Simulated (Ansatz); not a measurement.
# Cl4NTc ([TcNCl4]2-): the cost of one run

Method: the settings change from run to run; program: Ansatz 0.2.0, Gaussian basis.

12 further runs of the same task are left out: 12 that didn't finish.

## 1. The molecule

The geometry comes from an earlier relaxation with PBE0-D4/def2-SVPD; it is a stationary point. Tc takes a core potential in def2 sets; no spin-orbit term is included.

6 atoms, charge -2, spin multiplicity 1.

Atoms are counted from 1 here; the program's logs count them from 0.

Bond lengths: Tc1–N2 1.584 Å, Tc1–Cl3 2.447 Å, Tc1–Cl4 2.447 Å, Tc1–Cl5 2.447 Å, Tc1–Cl6 2.447 Å. Angles: N2–Tc1–Cl3 104.4°, N2–Tc1–Cl4 104.4°, N2–Tc1–Cl5 104.4°, N2–Tc1–Cl6 104.4°, Cl3–Tc1–Cl4 86.6°, Cl3–Tc1–Cl5 151.2°, Cl3–Tc1–Cl6 86.3°, Cl4–Tc1–Cl5 86.3°, Cl4–Tc1–Cl6 151.2°, Cl5–Tc1–Cl6 86.6°.

## 2. PBE0/def2-TZVP

Options: charge -3, multiplicity 2, a grid of angular degree 11.

in.yaml

```yaml
crystal:
  periodic: [false, false, false]
  atoms:
    - {symbol: Tc, position_ang: [0.000139, -0.000234, 0.141132]}
    - {symbol: N, position_ang: [0.002244, -0.005774, 1.725441]}
    - {symbol: Cl, position_ang: [2.369902, 0.012958, -0.469370]}
    - {symbol: Cl, position_ang: [-0.017565, 2.371985, -0.459616]}
    - {symbol: Cl, position_ang: [-2.371050, -0.010100, -0.463865]}
    - {symbol: Cl, position_ang: [0.016320, -2.368847, -0.473721]}
basis:
  gaussian: {orbitals: def2-TZVP, final_grid: {core_spheres: 5, valence_spheres: 4, degree: 11}}
total_charge: -3
magnetization: {spin_polarized: true, initial_magnetization: 1}
hamiltonian: {xc: {name: PBE0}}
scf: {omitted_lower_state_checks: [starts]}
output: {forces: true}
```

Started as:

```
$ ansatz run in.yaml --threads 4 --pin off --events-out ev --progress --plain --max-ram 8704MiB
```

Q: Estimate wall time and peak memory on 4 threads of Arm Neoverse V1, shared host.

About 21 s, with a peak of 1.1 GiB.
